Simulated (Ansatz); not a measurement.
# SnO2, space group P4_2/mnm: a phonon calculation by linear response

With the Python package of Ansatz (0.2.0).

`sno2.extxyz`
```text
6
Lattice="4.738 0.0 0.0 0.0 4.738 0.0 0.0 0.0 3.1865" Properties=species:S:1:pos:R:3 pbc="T T T"
Sn    0.00000000    0.00000000    0.00000000
Sn    2.36900000    2.36900000    1.59325000
O     1.45503980    1.45503980    0.00000000
O     0.91396020    3.82403980    1.59325000
O     3.28296020    3.28296020    0.00000000
O     3.82403980    0.91396020    1.59325000
```

Notebook, run cell by cell (the value of a cell's last expression is shown):

```python
from pathlib import Path
import warnings

import ansatz as az
import numpy as np

warnings.simplefilter("ignore", az.DeckWarning)

structure = az.Crystal.from_extxyz("sno2.extxyz")
```

```python
len(structure.resolved().sites)
```

    6

```python
setup = structure.calculation()
setup = setup.functional("PBE")
setup = setup.pseudopotentials("paw").basis(18 * az.Ha)
setup = setup.occupations("Fixed")
setup = setup.kpoints(4, 4, 6).phonons("dfpt", dielectric=True, lo_to_directions=[(1, 0, 0)])
outcome = setup.run(runs_dir="runs")
ph = outcome.phonons
```

    RunWarning: field response: ε∞ stands inside a basis, on 6×6×8 points; the force constants stand on the 4×4×6 k-mesh, whose period is 10.00 times the interband length at k = (0.0000, 0.0000, 0.0000), direct gap 1.284 eV, under 14: take them and everything [...]

```python
print("Gamma modes (1/cm):", " ".join(f"{w:.1f}" for w in ph.gamma_omega_inv_cm))
print("in meV:", " ".join(f"{w * 0.1239842:.2f}" for w in ph.gamma_omega_inv_cm))
field = outcome.phonons_dielectric
print("eps_inf diagonal:", np.round(np.diag(field.eps_inf), 3))
for site, z in zip(outcome.lattice.sites, field.zstar_e):
    print(f"Born charge {site.symbol:2s}", np.round(np.diag(z), 3) + 0.0)
rows = (Path(outcome.output_folder) / "results" / "optical_modes.tsv").read_text().splitlines()
for line in rows:
    if not line.startswith("#"):
        print("  ".join(f"{float(v):.3f}" for v in line.split()[:8]))
```

    Gamma modes (1/cm): 0.0 0.0 0.0 49.4 146.7 215.9 215.9 278.9 278.9 349.3 482.8 482.8 483.5 580.1 609.6 609.6 643.7 768.9
    in meV: 0.00 0.00 0.00 6.12 18.19 26.77 26.77 34.58 34.58 43.31 59.86 59.86 59.94 71.92 75.58 75.58 79.80 95.33
    eps_inf diagonal: [4.333 4.333 4.675]
    Born charge Sn [4.127 4.127 4.54 ]
    Born charge Sn [4.127 4.127 4.54 ]
    Born charge O  [-2.063 -2.063 -2.27 ]
    Born charge O  [-2.063 -2.063 -2.27 ]
    Born charge O  [-2.063 -2.063 -2.27 ]
    Born charge O  [-2.063 -2.063 -2.27 ]
    0.000  0.000  0.000  49.353  1.000  0.000  0.000  -0.000
    0.000  0.000  0.000  146.744  1.000  0.000  0.000  -0.000
    0.000  0.000  0.000  215.880  2.000  21.203  0.460  -0.000
    0.000  0.000  0.000  278.911  2.000  2.997  0.065  0.000
    0.000  0.000  0.000  349.322  1.000  0.000  0.000  -0.000
    0.000  0.000  0.000  482.795  2.000  0.000  0.000  -0.000
    0.000  0.000  0.000  483.462  1.000  37.731  0.000  -0.000
    0.000  0.000  0.000  580.095  1.000  0.000  0.000  -0.000
    0.000  0.000  0.000  609.599  2.000  44.485  0.964  0.000
    0.000  0.000  0.000  643.663  1.000  0.000  0.000  -0.000
    0.000  0.000  0.000  768.928  1.000  0.000  0.000  -0.000
    1.000  0.000  0.000  49.353  1.000  0.000  0.000  0.000
    1.000  0.000  0.000  146.744  1.000  0.000  0.000  -0.000
    1.000  0.000  0.000  215.880  1.000  10.601  0.000  0.000
    1.000  0.000  0.000  266.256  1.000  0.425  0.018  -0.000
    1.000  0.000  0.000  278.911  1.000  1.498  0.000  -0.000
    1.000  0.000  0.000  326.335  1.000  4.148  0.180  0.000
    1.000  0.000  0.000  349.322  1.000  0.000  0.000  0.000
    1.000  0.000  0.000  482.795  2.000  0.000  0.000  0.000
    1.000  0.000  0.000  483.462  1.000  37.731  0.000  -0.000
    1.000  0.000  0.000  580.095  1.000  0.000  0.000  -0.000
    1.000  0.000  0.000  609.599  1.000  22.242  0.000  -0.000
    1.000  0.000  0.000  643.663  1.000  0.000  0.000  -0.000
    1.000  0.000  0.000  744.939  1.000  29.769  1.290  -0.000
    1.000  0.000  0.000  768.928  1.000  0.000  0.000  0.000

The cell isn't relaxed first, so the values belong to this volume. A negative frequency stands for an imaginary mode. The mesh doesn't settle the field response to the digits printed. The starting cell is as deposited in a crystallographic database; the results hold for this polymorph, which needn't be the stable one. Warnings are shown shortened and without file and line. The structure is taken as given; imaginary modes can come from an unrelaxed or unstable start. The script silences the warnings on its input, which a real study should read. Run time: 2.9 min on 1 thread of Arm Neoverse V1, with other jobs on the host, peak memory 1 GiB.
